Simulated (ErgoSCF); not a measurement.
**AsH2 (SMILES [AsH2]): levels of theory compared**

Wanted: a comparison of 6 runs (UHF/STO-3G, UHF/3-21G, UHF/6-31G, UHF/def2-SVP, UB3LYP/6-31G*, UPBE0/def2-SVP) of AsH2. 

The calculation is run with ErgoSCF 3.8.

2 further runs of the same task are left out: 2 set aside as unsound or not needed.

## (1) The structure to begin with

AsH2: 3 atoms, total charge 0, spin state doublet. SMILES: `[AsH2]`. The shape comes from GFN2-xTB, which is rough for such elements, and wasn't checked as a minimum.

Bond lengths: As1–H2 1.504 Å, As1–H3 1.504 Å. Angles: H2–As1–H3 88.9°.

## (2) A single-point energy at UHF/STO-3G (run 1)

Input file mol.xyz:

```xyz
3

As    -0.566590     0.334180    -0.282740
H      0.673330     0.759420     0.454130
H     -0.106740    -1.093610    -0.171390
```

Input file job.ego:

```
set_nthreads(1)
molecule "mol.xyz"
basis = "STO-3G"
scf.max_number_of_iterations = 120
spin_polarization = 1
scf.output_mulliken_pop = 1
tmpdir = "."
scf.use_diagonalization = 1
run "HF"
```

The basis set STO-3G is read from a file made from the Basis Set Exchange's data (not shown).

The run is started by

```
$ ergo < job.ego
```

Log:

```text
[...]
INSC SCF_general constructor, number of basis functions: 20
[...]
INSC Energy   1 =      -2203.20461045385
[...]
INDE E_LUMO =          0.19408768140
[...]
INSC Energy  10 =      -2210.41082034008  ( diff     -0.000000000020918 )
[...]
RESC CONVERGED after  10 iterations.
RESC FINAL ENERGY:      -2210.41082034008
RESC FINAL <S2> =          0.75799427125
[...]
INSC SCF: dipole_moment_x [atomic units] =       0.24377058
INSC SCF: dipole_moment_y [atomic units] =      -0.14361239
INSC SCF: dipole_moment_z [atomic units] =       0.12166358
[...]
```

Run time: 1.3 s. Hardware: 1 thread of Arm Neoverse V2, shared host; peak memory 0.26 GiB.

## (3) The energy at UHF/3-21G (run 2)

Input file input.ego:

```
set_nthreads(1)
spin_polarization = 1
scf.use_diagonalization = 1
basis = "3-21G"
scf.max_number_of_iterations = 120
tmpdir = "."
scf.output_mulliken_pop = 1
molecule_inline
As -1.07069992 0.63150868 -0.53430116
H  1.27240929 1.43509581 0.85818132
H  -0.20170937 -2.06662339 -0.32388016
EOF
run "HF"
```

The basis set 3-21G is read from a file made from the Basis Set Exchange's data (not shown).

The run is started by

```
$ ergo input.ego
```

Log:

```text
[...]
INSC SCF_general constructor, number of basis functions: 26
[...]
INSC Energy   1 =      -1826.27364208648
[...]
INDE E_LUMO =          0.03310286976
[...]
INSC Energy  12 =      -2224.55005156157  ( diff     -0.000000000028649 )
[...]
RESC CONVERGED after  12 iterations.
RESC FINAL ENERGY:      -2224.55005156157
RESC FINAL <S2> =          0.75777770001
[...]
INSC SCF: dipole_moment_x [atomic units] =       0.17599706
INSC SCF: dipole_moment_y [atomic units] =      -0.10347460
INSC SCF: dipole_moment_z [atomic units] =       0.08785995
[...]
```

Wall time 1.6 s (1 thread of Arm Neoverse V2, shared host); peak memory 0.26 GiB.

Run 3 isn't shown in full; the table further down has it.

## (4) A single-point energy at UHF/def2-SVP (run 4)

Input file input.xyz:

```xyz
3
AsH2
As    -0.566590     0.334180    -0.282740
H      0.673330     0.759420     0.454130
H     -0.106740    -1.093610    -0.171390
```

Input file job.ego:

```
set_nthreads("env")
molecule "input.xyz"
charge = 0
basis = "def2-SVP"
tmpdir = "."
spin_polarization = 1
scf.use_diagonalization = 1
scf.output_mulliken_pop = 1
scf.max_number_of_iterations = 120
run "HF"
```

The basis set def2-SVP is read from a file made from the Basis Set Exchange's data (not shown).

The run is started by

```
$ ergo < job.ego
```

Log:

```text
[...]
INSC SCF_general constructor, number of basis functions: 42
[...]
INSC Energy   1 =      -1324.42724492448
[...]
INDE E_LUMO =          0.03940932612
[...]
INSC Energy  18 =      -2235.06214705623  ( diff     -0.000000000012733 )
[...]
RESC CONVERGED after  18 iterations.
RESC FINAL ENERGY:      -2235.06214705623
RESC FINAL <S2> =          0.76268214386
[...]
INSC SCF: dipole_moment_x [atomic units] =       0.14136598
INSC SCF: dipole_moment_y [atomic units] =      -0.08309213
INSC SCF: dipole_moment_z [atomic units] =       0.07057390
[...]
```

It took 8.7 s on 1 thread of Arm Neoverse V2, shared host; peak memory 0.26 GiB.

Run 5 isn't shown in full; the table further down has it.

## (5) The energy at UPBE0/def2-SVP (run 6)

Input file job.ego:

```
set_nthreads("env")
XC.radint = 1e-11
scf.use_diagonalization = 1
XC.sparse_mode = 0
basis = "def2-SVP"
charge = 0
spin_polarization = 1
scf.output_mulliken_pop = 1
scf.max_number_of_iterations = 120
tmpdir = "."
XC.angint = 41
molecule_inline
As  -1.07069992   0.63150868  -0.53430116
H    1.27240929   1.43509581   0.85818132
H   -0.20170937  -2.06662339  -0.32388016
EOF
run "PBE0"
```

The basis set def2-SVP is read from a file made from the Basis Set Exchange's data (not shown).

The run is started by

```
$ ergo < job.ego
```

Log:

```text
[...]
INDF Weighted mixed functional:
[...]
INSC Energy   1 =      -1335.02319846353
[...]
INDE E_LUMO =         -0.10853370488
[...]
INSC Energy  17 =      -2236.48400601624  ( diff     -0.000000000001364 )
[...]
RESC CONVERGED after  17 iterations.
RESC FINAL ENERGY:      -2236.48400601624
RESC FINAL <S2> =          0.75414206183
[...]
INSC SCF: dipole_moment_x [atomic units] =       0.14610951
INSC SCF: dipole_moment_y [atomic units] =      -0.08593533
INSC SCF: dipole_moment_z [atomic units] =       0.07293641
[...]
```

It took 11 s on 1 thread of Arm Neoverse V2, shared host; peak memory 0.26 GiB.

## (6) Overview of the runs

```tsv
run	level	integration grid	radint	energy (Eh)	dipole moment (D)	⟨S²⟩	wall time
1	UHF/STO-3G	–	–	-2210.410820	0.78	0.758	1.3 s
2	UHF/3-21G	–	–	-2224.550052	0.56	0.758	1.6 s
3	UHF/6-31G	–	–	-2234.974329	0.74	0.758	6 s
4	UHF/def2-SVP	–	–	-2235.062147	0.45	0.763	8.7 s
5	UB3LYP/6-31G* (spherical functions)	Turbo	1e-11	-2236.787388	0.56	0.753	8.7 s
6	UPBE0/def2-SVP	Turbo	1e-11	-2236.484006	0.47	0.754	11 s
```

## (7) Outcome

| quantity | value |
| --- | --- |
| run 6: total energy | -2236.48401 Eh |
| run 6: dipole moment | 0.47 D |
| run 6: ⟨S²⟩ | 0.754 |

In words: The dipole moment (its size) runs from 0.45 D (UHF/def2-SVP) to 0.78 D (UHF/STO-3G). Totals of different functionals can't be ranked against each other. In run 1 the basis is minimal, so the values are rough. All runs together took 37 s, the longest 11 s.
